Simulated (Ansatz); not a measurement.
# C2H5BClF (SMILES BC(F)CCl) at HF/def2-SVP

Aim: the vertical ionisation energy of C2H5BClF at HF/def2-SVP, from 2 runs. 

The results are computed with Ansatz 0.2.0.

123 further runs of the same task are left out: 123 set aside as unsound or not needed.

## (1) Starting point

The species is C2H5BClF (10 atoms), meant as a singlet with charge 0. As SMILES, `BC(F)CCl`. Geometry: relaxed at PBE0-D4/def2-TZVP. This is one conformer, not always the lowest.

Bond lengths: B1–C2 1.558 Å, C2–F3 1.386 Å, C2–C4 1.509 Å, C4–Cl5 1.782 Å, B1–H6 1.192 Å, B1–H7 1.195 Å, C2–H8 1.109 Å, C4–H9 1.090 Å, C4–H10 1.089 Å. Some angles: B1–C2–F3 113.9°, B1–C2–C4 115.3°, F3–C2–C4 109.7°, C2–C4–Cl5 112.6°, B1–C2–H8 102.6°, F3–C2–H8 107.0°, C4–C2–H8 107.5°, C2–B1–H6 120.8°, C2–B1–H7 118.2°, C2–C4–H9 110.7°.

## (2) The energy at HF/def2-SVP

in.yaml reads:

```yaml
crystal:
  periodic: [false, false, false]
  atoms:
    - symbol: B
      position_ang: [-1.309200, -0.711700, -0.281200]
    - symbol: C
      position_ang: [0.178900, -0.496800, 0.126500]
    - symbol: F
      position_ang: [0.520300, -1.080300, 1.336000]
    - symbol: C
      position_ang: [0.655300, 0.934900, 0.100000]
    - symbol: Cl
      position_ang: [2.428700, 1.067800, 0.206300]
    - symbol: H
      position_ang: [-2.010300, -1.450800, 0.336900]
    - symbol: H
      position_ang: [-1.707400, -0.172300, -1.270600]
    - symbol: H
      position_ang: [0.728500, -1.046200, -0.665100]
    - symbol: H
      position_ang: [0.248500, 1.491800, 0.943700]
    - symbol: H
      position_ang: [0.349800, 1.412800, -0.829700]
basis:
  gaussian:
    orbitals: def2-SVP
hamiltonian:
  xc: hf
accuracy: high
output:
  orbitals: {seedname: orbitals}
```

On the command line:

```sh
ansatz run in.yaml --threads 1 --pin off --max-ram 3480MiB --events-out events.jsonl --progress --plain --runs-dir runs
```

The program printed:

```text
Warning: RAYON_NUM_THREADS=1 ignored (pool sized by the plan → 1); use --threads N
Functional definition: HF
  name "HF"
  exchange = exact_x
  correlation = 0
2335 factors; integrals over basis functions are off by at most 4.1e-9 eV
mean field evaluation 1: about -18010.0481 eV, gradient 2.5e1 eV
mean field evaluation 2: about -18010.1575 eV, gradient 2.5e1 eV
mean field evaluation 4: about -18012.0780 eV, gradient 3.8e0 eV
mean field evaluation 8: about -18012.1178 eV, gradient 1.2e-1 eV
mean field evaluation 16: about -18012.1179 eV, gradient 1.0e-8 eV
mean field -18012.11789859 eV, -661.9331237211 hartree, gradient 1.0e-8 eV, S^2 0.000000; 0 other end points of the search recorded, 0 dependent functions left out
reference -18012.11789859 eV, -661.9331237211 hartree; 24, 24 occupied and 75, 75 virtual orbitals, 2335 factors
Total energy: -18012.11789859 eV, -661.9331237211 hartree
```

It took 2.8 s on 1 thread of Arm Neoverse V2, shared host; peak memory 0.31 GiB.

## (3) The doublet cation, same level

run.yaml reads:

```yaml
crystal:
  periodic: [false, false, false]
  atoms:
    - {symbol: B, position_ang: [-1.309200, -0.711700, -0.281200]}
    - {symbol: C, position_ang: [0.178900, -0.496800, 0.126500]}
    - {symbol: F, position_ang: [0.520300, -1.080300, 1.336000]}
    - {symbol: C, position_ang: [0.655300, 0.934900, 0.100000]}
    - {symbol: Cl, position_ang: [2.428700, 1.067800, 0.206300]}
    - {symbol: H, position_ang: [-2.010300, -1.450800, 0.336900]}
    - {symbol: H, position_ang: [-1.707400, -0.172300, -1.270600]}
    - {symbol: H, position_ang: [0.728500, -1.046200, -0.665100]}
    - {symbol: H, position_ang: [0.248500, 1.491800, 0.943700]}
    - {symbol: H, position_ang: [0.349800, 1.412800, -0.829700]}
basis:
  gaussian:
    orbitals: def2-SVP
total_charge: 1
magnetization:
  spin_polarized: true
  initial_magnetization: 1
hamiltonian:
  xc: hf
accuracy: high
output: {orbitals: {seedname: orbitals}}
```

On the command line:

```sh
ansatz run run.yaml --threads 1 --pin off --max-ram 3480MiB --events-out events.jsonl --progress --plain --runs-dir runs
```

The program printed:

```text
Warning: RAYON_NUM_THREADS=1 ignored (pool sized by the plan → 1); use --threads N
[... 4 set-up lines as earlier in the session ...]
2331 factors; integrals over basis functions are off by at most 4.1e-9 eV
mean field evaluation 1: about -17996.9103 eV, gradient 2.8e1 eV
mean field evaluation 2: about -17997.0271 eV, gradient 2.8e1 eV
mean field evaluation 4: about -18001.4414 eV, gradient 3.8e0 eV
mean field evaluation 8: about -18001.7681 eV, gradient 8.6e-1 eV
mean field evaluation 16: about -18001.7916 eV, gradient 3.4e-2 eV
mean field evaluation 32: about -18001.8051 eV, gradient 8.2e-3 eV
mean field evaluation 64: about -18001.7773 eV, gradient 2.5e-2 eV
mean field evaluation 96: about -17999.4229 eV, gradient 3.2e0 eV
mean field evaluation 128: about -18001.8050 eV, gradient 9.5e-2 eV
mean field evaluation 160: about -18000.1568 eV, gradient 4.9e-1 eV
mean field evaluation 192: about -18001.7927 eV, gradient 3.3e-2 eV
mean field -18001.80508787 eV, -661.5541349173 hartree, gradient 2.4e-8 eV, S^2 0.758155; 3 other end points of the search recorded, 0 dependent functions left out
reference -18001.80508787 eV, -661.5541349173 hartree; 24, 23 occupied and 75, 76 virtual orbitals, 2331 factors
Total energy: -18001.80508787 eV, -661.5541349173 hartree
```

It took 14 s on 1 thread of Arm Neoverse V2, shared host; peak memory 0.51 GiB.

## (4) Results

Level: HF/def2-SVP.

| quantity | value |
| --- | --- |
| singlet C2H5BClF: total energy | -661.93312 Eh |
| singlet C2H5BClF: HOMO energy | -11.80 eV |
| singlet C2H5BClF: LUMO energy | 1.62 eV |
| singlet C2H5BClF: HOMO–LUMO gap | 13.42 eV |
| doublet cation: total energy | -661.55413 Eh |
| doublet cation: HOMO energy (highest over α and β) | -17.93 eV |
| doublet cation: LUMO energy (lowest over α and β) | -8.82 eV |
| doublet cation: ⟨S²⟩ | 0.758 |
| vertical ionisation energy (to the doublet cation) | 10.313 eV |

The vertical ionisation energy comes to 10.31 eV (238 kcal/mol). −ε(HOMO) before ionisation, 11.80 eV, is 1.49 eV above this ionisation energy.
